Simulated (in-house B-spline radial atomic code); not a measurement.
**Ta¹⁶⁺: excited configurations in jj coupling**

Aim: the energies of several excited configurations of Ta¹⁶⁺ above a reference configuration, each from its own self-consistent run.

Method: Dirac-Hartree-Fock, average of configuration, Fermi nucleus, basis-set limit. Code: in-house B-spline radial atomic code version 1.

**1. The atom as given**

```
element       : tantalum (Z = 73)
charge        : +16
electrons     : 57
configuration : 1s2 2s2 2p6 3s2 3p6 3d10 4s2 4p6 4d10 4f-6 4f+5
Hamiltonian   : Dirac-Coulomb
nucleus       : Fermi, rms radius 5.351 fm
```

In configurations, a minus sign after the shell means j = l − 1/2 and a plus sign j = l + 1/2; the count of electrons follows.

The run's settings:

```ini
Z = 73
electrons = 57.0
configuration = 1s2 2s2 2p6 3s2 3p6 3d10 4s2 4p6 4d10 4f-6 4f+5
hamiltonian = dirac
method = hf
spin_polarised = False
nucleus = fermi
rms_radius = 5.3507
mass_number = 181
atomic_mass = 180.947998528
speed_of_light = 137.035999084
```

This reference run was done before. Its total energy is -15526.550303 hartree, and its levels are (the highest eight at most):

```csv
orbital,occupation,energy (eV),<r> (bohr)
3d5/2,6,-2134.40,0.1872
4s1/2,2,-941.59,0.4556
4p1/2,2,-842.02,0.4605
4p3/2,4,-773.06,0.4893
4d3/2,4,-609.42,0.5011
4d5/2,6,-591.38,0.5115
4f5/2,6,-385.01,0.5374
4f7/2,5,-380.87,0.5435
```

**2. Run with 1s2 2s2 2p6 3s2 3p6 3d10 4s2 4p6 4d-3 4d+6 4f-4 4f+7 6f+1**

The settings differ from step 1 so:

```diff
@@ -2,3 +2,3 @@
 electrons = 57.0
-configuration = 1s2 2s2 2p6 3s2 3p6 3d10 4s2 4p6 4d10 4f-6 4f+5
+configuration = 1s2 2s2 2p6 3s2 3p6 3d10 4s2 4p6 4d-3 4d+6 4f-4 4f+7 6f+1
 hamiltonian = dirac
```

The program writes no log. Results of the run, from its result record (rounded, main fields):

```text
{
  "status": "converged",
  "iterations": 10,
  "energy [hartree]": {"total": -15509.2881558, "kinetic": 17406.7393018, "nuclear": -37871.53671, "coulomb": 5248.88449461, "exact_exchange": -293.37524221},
  "breit [hartree]": {"gaunt": 18.24729, "retardation": -1.929925, "frequency_dependence": -0.3106296},
  "qed [hartree]": {"self_energy": 13.28062, "uehling": -2.455189, "wichmann_kroll": 0.095511},
  "recoil [hartree]": 0.02927488,
  "total_with_corrections [hartree]": -15482.3311968,
  "orbitals [hartree, bohr; first row names the columns]": [
    ["name", "occ", "eps", "<r>"],
    ["1s1/2", 2.0, -2507.7906, 0.018662],
    ["2s1/2", 2.0, -447.79821, 0.078276],
    ["2p1/2", 2.0, -427.68346, 0.064936],
    ["2p3/2", 4.0, -380.92262, 0.072737],
    ["3s1/2", 2.0, -115.74389, 0.20367],
    ["3p1/2", 2.0, -106.82854, 0.19389],
    ["3p3/2", 4.0, -96.619486, 0.20826],
    ["3d3/2", 4.0, -81.753534, 0.18288],
    ["3d5/2", 6.0, -79.648235, 0.18718],
    ["4s1/2", 2.0, -35.518571, 0.45397],
    ["4p1/2", 2.0, -31.646021, 0.45856],
    ["4p3/2", 4.0, -29.366431, 0.48676],
    ["4d3/2", 3.0, -23.113758, 0.49737],
    ["4d5/2", 6.0, -22.773095, 0.50674],
    ["4f5/2", 4.0, -14.903649, 0.52803],
    ["4f7/2", 7.0, -14.946234, 0.53138],
    ["6f7/2", 1.0, -5.0045413, 2.2066]
  ],
  "sum_r [bohr^k]": {"-1": 518.8152, "1": 20.44051, "2": 14.6305},
  "energy_minus_base [hartree]": 17.2621471,
  "energy_minus_base_with_corrections [hartree]": 17.2360417
}
```

Run time: 1.5 s. Hardware: 1 thread, shared host.

energy_minus_base is the energy less that of the reference run.

Radial density 4πr²n(r) and radial functions P(r) = rR(r):

| r (bohr) | 4πr²n | 4d5/2 | 4f7/2 | 6f7/2 |
| --- | --- | --- | --- | --- |
| 0.00195 | 19.89 | 0.0001 | 0.0000 | 0.0000 |
| 0.00301 | 35.54 | 0.0003 | 0.0000 | 0.0000 |
| 0.00466 | 58.56 | 0.0009 | 0.0000 | 0.0000 |
| 0.00721 | 84.79 | 0.0032 | 0.0000 | 0.0000 |
| 0.0112 | 102.0 | 0.0106 | 0.0001 | 0.0000 |
| 0.0172 | 98.49 | 0.0325 | 0.0006 | 0.0002 |
| 0.0267 | 91.38 | 0.0955 | 0.0029 | 0.0011 |
| 0.0412 | 115.7 | 0.2461 | 0.0127 | 0.0050 |
| 0.0638 | 130.7 | 0.5334 | 0.0507 | 0.0199 |
| 0.0987 | 102.7 | 0.8625 | 0.1718 | 0.0670 |
| 0.153 | 120.4 | 0.7939 | 0.4706 | 0.1795 |
| 0.236 | 80.72 | -0.1460 | 0.9612 | 0.3443 |
| 0.365 | 65.89 | -1.3614 | 1.3778 | 0.3962 |
| 0.564 | 51.81 | -1.4202 | 1.2715 | 0.0698 |
| 0.873 | 9.270 | -0.5607 | 0.6755 | -0.5053 |
| 1.35 | 0.3928 | -0.0684 | 0.1573 | -0.2755 |
| 2.09 | 0.5893 | -0.0014 | 0.0094 | 0.7670 |
| 3.23 | 0.1982 | 0.0000 | 0.0001 | 0.4452 |
| 4.99 | 0.0005757 | 0.0000 | 0.0000 | 0.0240 |
| 7.72 | 3.328e-09 | 0.0000 | 0.0000 | 0.0001 |

On the record's full grid the radial density has clear maxima near r = 0.014, 0.064, 0.15, 0.45, 2.6 bohr.

**3. Configuration 1s2 2s2 2p6 3s2 3p6 3d10 4s2 4p6 4d10 4f-3 4f+8**

The settings differ from step 2 so:

```diff
@@ -2,3 +2,3 @@
 electrons = 57.0
-configuration = 1s2 2s2 2p6 3s2 3p6 3d10 4s2 4p6 4d-3 4d+6 4f-4 4f+7 6f+1
+configuration = 1s2 2s2 2p6 3s2 3p6 3d10 4s2 4p6 4d10 4f-3 4f+8
 hamiltonian = dirac
```

Main fields:

```text
{
  "status": "converged",
  "iterations": 10,
  "energy [hartree]": {"total": -15526.3256391, "kinetic": 17424.1652929, "nuclear": -37962.4816195, "coulomb": 5309.40119966, "exact_exchange": -297.410512192},
  "breit [hartree]": {"gaunt": 18.26783, "retardation": -1.932554, "frequency_dependence": -0.3103438},
  "qed [hartree]": {"self_energy": 13.27884, "uehling": -2.454942, "wichmann_kroll": 0.09550142},
  "recoil [hartree]": 0.02926572,
  "total_with_corrections [hartree]": -15499.3520363,
  "orbitals [hartree, bohr; first row names the columns]": [
    ["name", "occ", "eps", "<r>"],
    ["1s1/2", 2.0, -2506.5319, 0.018662],
    ["2s1/2", 2.0, -446.57498, 0.078284],
    ["2p1/2", 2.0, -426.47013, 0.064945],
    ["2p3/2", 4.0, -379.68391, 0.072745],
    ["3s1/2", 2.0, -114.65233, 0.20375],
    ["3p1/2", 2.0, -105.71472, 0.19395],
    ["3p3/2", 4.0, -95.537816, 0.20838],
    ["3d3/2", 4.0, -80.640486, 0.18265],
    ["3d5/2", 6.0, -78.553276, 0.18736],
    ["4s1/2", 2.0, -34.616461, 0.45552],
    ["4p1/2", 2.0, -30.810763, 0.46041],
    ["4p3/2", 4.0, -28.491249, 0.48914],
    ["4d3/2", 4.0, -22.128536, 0.50165],
    ["4d5/2", 6.0, -21.927584, 0.51079],
    ["4f5/2", 3.0, -14.074633, 0.53825],
    ["4f7/2", 8.0, -14.069415, 0.54218]
  ],
  "sum_r [bohr^k]": {"-1": 520.0611, "1": 18.91036, "2": 9.63842},
  "energy_minus_base [hartree]": 0.224663833,
  "energy_minus_base_with_corrections [hartree]": 0.215202248
}
```

It took 0.92 s on 1 thread, shared host.

**4. 1s2 2s2 2p6 3s2 3p6 3d10 4s2 4p6 4d10 4f-5 4f+6**

The settings differ from step 3 so:

```diff
@@ -2,3 +2,3 @@
 electrons = 57.0
-configuration = 1s2 2s2 2p6 3s2 3p6 3d10 4s2 4p6 4d10 4f-3 4f+8
+configuration = 1s2 2s2 2p6 3s2 3p6 3d10 4s2 4p6 4d10 4f-5 4f+6
 hamiltonian = dirac
```

Main fields:

```text
{
  "status": "converged",
  "iterations": 10,
  "energy [hartree]": {"total": -15526.4275166, "kinetic": 17424.5738823, "nuclear": -37963.7573908, "coulomb": 5309.34745188, "exact_exchange": -296.591459968},
  "breit [hartree]": {"gaunt": 18.27381, "retardation": -1.932523, "frequency_dependence": -0.3102898},
  "qed [hartree]": {"self_energy": 13.27812, "uehling": -2.454933, "wichmann_kroll": 0.09550105},
  "recoil [hartree]": 0.02926474,
  "total_with_corrections [hartree]": -15499.4485615,
  "orbitals [hartree, bohr; first row names the columns]": [
    ["name", "occ", "eps", "<r>"],
    ["1s1/2", 2.0, -2506.5139, 0.018662],
    ["2s1/2", 2.0, -446.55533, 0.078284],
    ["2p1/2", 2.0, -426.45188, 0.064946],
    ["2p3/2", 4.0, -379.66349, 0.072745],
    ["3s1/2", 2.0, -114.63477, 0.20376],
    ["3p1/2", 2.0, -105.74341, 0.19403],
    ["3p3/2", 4.0, -95.493716, 0.20834],
    ["3d3/2", 4.0, -80.704347, 0.18285],
    ["3d5/2", 6.0, -78.478262, 0.18723],
    ["4s1/2", 2.0, -34.608744, 0.45557],
    ["4p1/2", 2.0, -30.900871, 0.46044],
    ["4p3/2", 4.0, -28.437937, 0.48925],
    ["4d3/2", 4.0, -22.307972, 0.50127],
    ["4d5/2", 6.0, -21.799142, 0.51125],
    ["4f5/2", 5.0, -14.125333, 0.53762],
    ["4f7/2", 6.0, -14.022133, 0.54305]
  ],
  "sum_r [bohr^k]": {"-1": 520.0785, "1": 18.90652, "2": 9.634129},
  "energy_minus_base [hartree]": 0.122786301,
  "energy_minus_base_with_corrections [hartree]": 0.11867708
}
```

Wall time 0.94 s (1 thread, shared host).

**5. Energies above the reference**

| net move | configuration | energy above the reference (eV) | with Breit, QED, recoil (eV) | largest <r> (bohr) |
| --- | --- | --- | --- | --- |
| 4f5/2 → 4f7/2 | 1s2 2s2 2p6 3s2 3p6 3d10 4s2 4p6 4d10 4f-5 4f+6 | 3.341 | 3.229 | 0.543 |
| 3×4f5/2 → 3×4f7/2 | 1s2 2s2 2p6 3s2 3p6 3d10 4s2 4p6 4d10 4f-3 4f+8 | 6.113 | 5.856 | 0.542 |
| 4d3/2, 2×4f5/2 → 2×4f7/2, 6f7/2 | 1s2 2s2 2p6 3s2 3p6 3d10 4s2 4p6 4d-3 4d+6 4f-4 4f+7 6f+1 | 469.73 | 469.02 | 2.21 |

**Reading.** The energies run from 3.341 eV (4f5/2 → 4f7/2) to 469.73 eV (4d3/2, 2×4f5/2 → 2×4f7/2, 6f7/2). Koopmans' estimate of the ionisation threshold is 380.87 eV; 1 configuration exceeds it by over 2 % and could autoionise. Two partly filled shells share a symmetry and can mix in the average, which may lower the energy, for: 4d3/2, 2×4f5/2 → 2×4f7/2, 6f7/2. These are averages over configurations, without correlation, not spectroscopic levels.
